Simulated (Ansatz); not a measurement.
Runs of Ansatz 0.2.0 on LiMg6Mo. It takes space group Amm2 (No. 38, orthorhombic). Conventional cell: a = 4.339 Å, b = 8.510 Å, c = 8.737 Å, α = 90.00°, β = 90.00°, γ = 90.00°. Mo (site symmetry mm2) has 12 Mg at 2.96 to 3.05 Å as nearest neighbours. Around Mg (site symmetry mm2) lie 8 Mg at 2.89 to 3.21 Å and 2 Mo at 2.97 Å and 2 Li at 3.25 Å. Mg (site symmetry mm2) has 8 Mg at 2.89 to 3.21 Å and 2 Mo at 2.96 Å and 2 Li at 3.15 Å as nearest neighbours. Mg (site symmetry m) is surrounded by 8 Mg at 2.89 to 3.21 Å and 2 Mo at 3.00 Å and 2 Li at 3.08 Å. Around Mg (site symmetry m) lie 8 Mg at 3.03 to 3.09 Å and 2 Li at 3.03 to 3.07 Å and 2 Mo at 3.05 Å. Around Li (site symmetry mm2) lie 12 Mg at 3.03 to 3.25 Å. The cell comes from a database or a generator and needn't be the stable form of this composition.

```tsv
task	level	cell	cutoff (eV)	smearing	gap on the mesh (eV)	pressure (GPa)	V0 of scaled cells (Å³/atom)	B0 (GPa)	largest force (eV/Å)
single point	r2SCAN+rVV10	Amm2, 20.17 Å³/atom	500	methfessel-paxton 0.1 eV	none	(b)	-	-	0.06
equation of state	BLYP	P1, 20.17 Å³/atom	420	methfessel-paxton 0.1 eV	-	-	20.50	47	-
equation of state	PBE	Amm2, 20.17 Å³/atom	420	fermi-dirac 0.05 eV	-	-	20.13	(a)	-
single point	PBE	Amm2, 20.17 Å³/atom	420	fermi-dirac 0.05 eV	none	-0.1	-	-	0.07
single point	LDA	Amm2, 20.17 Å³/atom	420	gaussian 0.1 eV	none	-3.3	-	-	0.16
```

Alike in all rows: potentials or basis Ansatz PAW; no spin polarisation; k mesh 6 × 5 × 5.

Q: Estimate the missing entries.

A: (a) 50; (b) -1.0.

Caveats: the PAW data sets come from PBE, with cores solved anew for the run's functional, which leaves a small shift of forces and pressure (some runs); the cell was scaled at fixed shape and fractional positions, which overstates the stiffness of a crystal with free parameters, most of all of layers and chains (some runs); the potentials were made for another functional, which shifts forces and pressure (some runs).

A k mesh can miss the band edges, and the runs leave out spin-orbit coupling on Mo.

A gap of «none» marks a metal or a gap under the smearing width.

Not every run made on this cell is shown here.
